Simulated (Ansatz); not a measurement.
Predict the output of the script below (Ansatz 0.2.0, Python API).

`POSCAR_ticlo`
```text
TiClO
1.0
   3.38000000    0.00000000    0.00000000
   0.00000000    3.79000000    0.00000000
   0.00000000    0.00000000    8.03000000
Ti Cl O
2 2 2
Direct
   0.00000000    0.50000000    0.12200000
   0.50000000    0.00000000    0.87800000
   0.50000000    0.50000000    0.32000000
   0.00000000    0.00000000    0.68000000
   0.50000000    0.50000000    0.93500000
   0.00000000    0.00000000    0.06500000
```

Script `edit_ticlo.py`:
```python
# -*- coding: utf-8 -*-
"""Keys set on an Input object, for TiClO."""

import ansatz as az
from ase.io import read

FUNCTIONAL = "pbesol"
MESH = (7, 6, 3)
FILLING = "gaussian"
WIDTH_EV = 0.1

atoms = read("POSCAR_ticlo", format="vasp")
structure = az.Crystal.from_ase(atoms)

job = structure.calculation()
job = job.functional(FUNCTIONAL)
job = job.basis(18 * az.Ha)
job = job.kpoints(*MESH, center="gamma")
job = job.occupations(FILLING, width=WIDTH_EV)
job = job.band_table()
typed = job.input()
rows = []
for value in [4, 6, 9]:
    edited = typed.set(az.key.basis.ecutrho_ratio, value)
    data = az.Session.from_dict(edited).plan().execute().report
    rows.append((value, data["free_energy_ev"], data["n_iterations"], len(data["eigenvalues_ev"][0]) if "eigenvalues_ev" in data else 0))
lines = [",".join(["density ratio", "F eV", "iterations", "bands listed"])] + [",".join(f"{v:.4f}" if isinstance(v, float) else str(v) for v in row) for row in rows]
print("\n".join(lines))
with open("edit.csv", "w") as handle:
    handle.write("\n".join(lines) + "\n")
```

```console
$ python edit_ticlo.py
density ratio,F eV,iterations,bands listed
4,-8199.6821,8,31
6,-8199.6821,8,31
9,-8199.6821,8,31
```

Caveats:
- Total energies depend on the potentials; only differences at equal settings carry meaning. A total without «per atom» is that of the whole cell that was run.
- No spin polarisation was allowed.
- The mesh is modest for a metal, so energies can be off by several to tens of meV an atom and pressures by half a GPa or more; differences at equal mesh fare better.
- The structure is a deposited one; some such entries were measured under pressure or heat, so a shift against it needn't be the functional's error alone.
- Hardware and time: 24 s on 1 thread of Arm Neoverse V1, with other jobs on the host, peak memory 0.62 GiB.
